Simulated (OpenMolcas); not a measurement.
**F: a chain of runs**

Aim: a series of 9 runs (ROHF/def2-SVP, CASSCF(7,4)/def2-SVP, CASPT2(7,4)/def2-SVP, CASPT2[IPEA 0](7,4)/def2-SVP, SC-NEVPT2(7,4)/def2-SVP, PC-NEVPT2(7,4)/def2-SVP, MC-PDFT[tPBE](7,4)/def2-SVP, MC-PDFT[ftPBE](7,4)/def2-SVP, and more) of F. 

Program for the calculation: OpenMolcas 26.06.

88 further runs of the same task are left out: 88 set aside as unsound or not needed.

## Step 1: A single-point energy at ROHF/def2-SVP (run 1)

Contents of step1.input:

```
&GATEWAY
  BasLib=$CurrDir
  Coord
  1
  angstrom
  F        0.000000       0.000000       0.000000
  Basis=def2-SVP
  Group=NoSym

&SEWARD

&SCF
  UHF
  Spin=2
  PrOrbitals=1 2

&RASSCF
  FileOrb=$Project.UnaOrb
  Spin=2
  Nactel=1 0 0
  Inactive=4
  Ras2=1
  OutOrbitals=Canonical
  OrbListing=Nothing
```

The basis set def2-SVP is read from a file made from the Basis Set Exchange's data (not shown).

Started as:

```sh
export MOLCAS_MEM=1860
pymolcas step1.input > step1.log
```

Output:

```text
--- Start Module: gateway ---
[...]
--- Stop Module: gateway /rc=_RC_ALL_IS_WELL_ ---
[...]
      Basis functions           14
[...]
--- Start Module: scf ---
[...]
       Convergence after   9 Iterations
[...]
::    Total SCF energy                                -99.2840512006
[...]
      Total spin, S                                     0.5012059072
[...]
--- Stop Module: scf /rc=_RC_ALL_IS_WELL_ ---
[...]
--- Start Module: rasscf ---
[...]
      Number of active orbitals                  1
[...]
      Spin quantum number                      0.5
[...]
      Active orbitals                            1
[...]
      Number of CSFs                             1
[...]
      Number of root(s) required                 1
[...]
      Convergence after  5 iterations
[...]
      printout of CI-coefficients larger than  0.05 for root  1
      energy=     -99.280473
      conf/sym  1     Coeff  Weight
             1  u   1.00000 1.00000
      Natural orbitals and occupation numbers for root  1
      sym 1:   1.000000
      ************************************************************************************************************************
      *                                                    Final results                                                     *
[...]
::    RASSCF root number  1 Total energy:    -99.28047308
[...]
      Total electronic charge=    9.000000
      Total            charge=   -0.000000
[...]
      Dipole Moment (debye):
      Origin of the operator (angstrom)=    0.0000    0.0000    0.0000
                   X=  2.6250E-17               Y=  3.7852E-16               Z= -1.5499E-16           Total=  4.0987E-16
      Quadrupole Moment (debye*angstrom):
[...]
--- Stop Module: rasscf /rc=_RC_ALL_IS_WELL_ ---
[...]
```

It took 4.5 s on 1 thread of AMD EPYC 7R43 (Zen 3), shared host; peak memory 0.37 GiB.

## Step 2: The F atom: the energy at CASSCF(7,4)/def2-SVP (run 2)

Contents of step2.inp:

```
>>> EXPORT MOLCAS_PRINT=2

&GATEWAY
  BasLib=$CurrDir
  Coord
  1
  angstrom
  F        0.000000       0.000000       0.000000
  Basis=def2-SVP
  Group=NoSym

&SEWARD

&RASSCF
  FileOrb=$CurrDir/step1.RasOrb
  Spin=2
  Nactel=7 0 0
  Inactive=1
  Ras2=4
  OrbListing=Nothing
```

The basis set def2-SVP is read from a file made from the Basis Set Exchange's data (not shown).

Run the same way, it converges to -99.28047 Eh (log not shown).

Runs 3 to 4 aren't shown in full; the table further down has their settings and results.

## Step 3: The F atom: the energy at SC-NEVPT2(7,4)/def2-SVP (run 5)

Contents of step5.input:

```
&GATEWAY
BASLIB=$CurrDir
COORD
1
angstrom
F        0.000000       0.000000       0.000000
BASIS=def2-SVP
GROUP=NoSym
&SEWARD
&RASSCF
FILEORB=$CurrDir/step2.RasOrb
SPIN=2
NACTEL=7 0 0
INACTIVE=1
RAS2=4
ORBLISTING=Nothing
&CASPT2
SC-NEVPT2
FROZEN=1
```

The basis set def2-SVP is read from a file made from the Basis Set Exchange's data (not shown).

Started as:

```sh
export MOLCAS_MEM=1860
pymolcas step5.input > step5.log
```

Output, shortened:

```text
--- Start Module: gateway ---
[...]
--- Stop Module: gateway /rc=_RC_ALL_IS_WELL_ ---
[...]
      Basis functions           14
[...]
--- Start Module: rasscf ---
[...]
      Number of active orbitals                  4
[...]
      Spin quantum number                      0.5
[...]
      Active orbitals                            4
[...]
      Number of CSFs                             4
[...]
      Number of root(s) required                 1
[...]
 ###    WARNING: Problems in orbital optimization.                           ###
 ###############################################################################
  Warning: In symmetry  1, orbital p=   2 has diagonal density matrix element D(p,p) close to two. (2 - D(p,p))=  0.000000E+00
[...]
 ###    WARNING: Problems in orbital optimization.                           ###
 ###############################################################################
  Warning: In symmetry  1, orbital p=   2 has diagonal density matrix element D(p,p) close to two. (2 - D(p,p))=  4.440892E-16
[...]
      Convergence after  4 iterations
[...]
      printout of CI-coefficients larger than  0.05 for root  1
      energy=     -99.280473
      conf/sym  1111     Coeff  Weight
             1  222u   1.00000 1.00000
      Natural orbitals and occupation numbers for root  1
      sym 1:   2.000000   2.000000   2.000000   1.000000
      ************************************************************************************************************************
      *                                                    Final results                                                     *
[...]
::    RASSCF root number  1 Total energy:    -99.28047308
[...]
      Total electronic charge=    9.000000
      Total            charge=   -0.000000
[...]
      Dipole Moment (debye):
      Origin of the operator (angstrom)=    0.0000    0.0000    0.0000
                   X=  2.6250E-17               Y=  3.7852E-16               Z= -1.5499E-16           Total=  4.0987E-16
      Quadrupole Moment (debye*angstrom):
[...]
--- Stop Module: rasscf /rc=_RC_ALL_IS_WELL_ ---
--- Start Module: caspt2 ---
[...]
      E2 (Variational):          -0.1258724796
[...]
      E2 (Variational):          -0.1255964146
      Total energy:             -99.4060694977
[...]
      Reference weight:           0.98001
[...]
::    SC-NEVPT2 Root  1     Total energy:    -99.40606950
[...]
--- Stop Module: caspt2 /rc=_RC_ALL_IS_WELL_ ---
[...]
```

It took 3.6 s on 1 thread of AMD EPYC 7R43 (Zen 3), shared host; peak memory 0.37 GiB.

Runs 6 to 8 aren't shown in full; the table further down has their settings and results.

## Step 4: The F atom: the energy at MRCI(7,4)/def2-SVP (run 9)

Contents of step9.inp:

```
&GATEWAY
BASLIB
$CurrDir
COORD
1
angstrom
F        0.000000       0.000000       0.000000
BASIS
def2-SVP
GROUP
NoSym
&SEWARD
&RASSCF
FILEORB
$CurrDir/step2.RasOrb
SPIN
2
NACTEL
7 0 0
INACTIVE
1
RAS2
4
ORBLISTING
Nothing
&MOTRA
LUMORB
FROZEN
1
&GUGA
ELECTRONS
7
SPIN
2
INACTIVE
0
ACTIVE
4
CIALL
1
&MRCI
SDCI
```

The basis set def2-SVP is read from a file made from the Basis Set Exchange's data (not shown).

Started as:

```sh
export MOLCAS_MEM=1860
pymolcas step9.inp > step9.log
```

Output, shortened:

```text
--- Start Module: gateway ---
[...]
--- Stop Module: gateway /rc=_RC_ALL_IS_WELL_ ---
[...]
      Basis functions           14
[...]
      Number of active orbitals                  4
[...]
      Spin quantum number                      0.5
[...]
      Active orbitals                            4
[...]
      Number of CSFs                             4
[...]
      Number of root(s) required                 1
[...]
 ###    WARNING: Problems in orbital optimization.                           ###
 ###############################################################################
  Warning: In symmetry  1, orbital p=   2 has diagonal density matrix element D(p,p) close to two. (2 - D(p,p))=  0.000000E+00
[...]
      Convergence after  4 iterations
[...]
      printout of CI-coefficients larger than  0.05 for root  1
      energy=     -99.280473
      conf/sym  1111     Coeff  Weight
             1  222u   1.00000 1.00000
      Natural orbitals and occupation numbers for root  1
      sym 1:   2.000000   2.000000   2.000000   1.000000
      ************************************************************************************************************************
      *                                                    Final results                                                     *
[...]
::    RASSCF root number  1 Total energy:    -99.28047308
[...]
      Dipole Moment (debye):
      Origin of the operator (angstrom)=    0.0000    0.0000    0.0000
                   X=  2.6250E-17               Y=  3.7852E-16               Z= -1.5499E-16           Total=  4.0987E-16
      Quadrupole Moment (debye*angstrom):
[...]
      *** WARNING: Default frozen orbitals is overwritten by user input.
      *** Default values:   1
[...]
--- Start Module: guga ---
[...]
--- Stop Module: guga /rc=_RC_ALL_IS_WELL_ ---
--- Start Module: mrci ---
[...]
       (But an ACPF correction will be computed)
       USE THE DEFAULT ACPF G-VALUE GFAC=  0.28571428571428570
[...]
                      CI ENERGY:   -99.43073139
[...]
                ACPF CORRECTION:    -0.00318410
[...]
      Total electronic charge=    9.000000
      Total            charge=    0.000000
[...]
     ACPF CORRECTION:     -0.00318410
[...]
  CI State   1     Total energy:    -99.43073139     QDav:     -0.00449586     QACPF:     -0.00318410
[...]
--- Stop Module: mrci /rc=_RC_ALL_IS_WELL_ ---
[...]
```

It took 3.3 s on 1 thread of AMD EPYC 7R43 (Zen 3), shared host; peak memory 0.37 GiB.

## Step 5: All runs side by side

| run | level | active rule | inactive | energy (Eh) | dipole moment (D) of the reference | wall time |
| --- | --- | --- | --- | --- | --- | --- |
| 1 | ROHF/def2-SVP | – | – | -99.280473 | 0.00 | 4.5 s |
| 2 | CASSCF(7,4)/def2-SVP | full valence | 1 | -99.280473 | 0.00 | 3.3 s |
| 3 | CASPT2(7,4)/def2-SVP | full valence | 1 | -99.424959 | 0.00 | 3.6 s |
| 4 | CASPT2[IPEA 0](7,4)/def2-SVP | full valence | 1 | -99.426855 | 0.00 | 3 s |
| 5 | SC-NEVPT2(7,4)/def2-SVP | full valence | 1 | -99.406070 | 0.00 | 3.6 s |
| 6 | PC-NEVPT2(7,4)/def2-SVP | full valence | 1 | -99.406346 | 0.00 | 3.3 s |
| 7 | MC-PDFT[tPBE](7,4)/def2-SVP | full valence | 1 | -99.530356 | 0.00 | 3.3 s |
| 8 | MC-PDFT[ftPBE](7,4)/def2-SVP | full valence | 1 | -99.561189 | 0.00 | 3.3 s |
| 9 | MRCI(7,4)/def2-SVP | full valence | 1 | -99.430731 | 0.00 | 3.3 s |

## Step 6: Results

| quantity | value |
| --- | --- |
| F atom, run 9: total energy | -99.43073 Eh |
| F atom, run 9: dipole moment (CASSCF density) | 0.00 D |

Below the ROHF energy at the same shape and in the same basis (def2-SVP): CASSCF(7,4) +0.0 mEh; CASPT2(7,4) -144.5 mEh; CASPT2[IPEA 0](7,4) -146.4 mEh; SC-NEVPT2(7,4) -125.6 mEh; PC-NEVPT2(7,4) -125.9 mEh; MRCI(7,4) -150.3 mEh. Active-space methods hold only the correlation inside their space unless a perturbation or CI step follows. All runs together took 31 s, the longest 4.5 s.
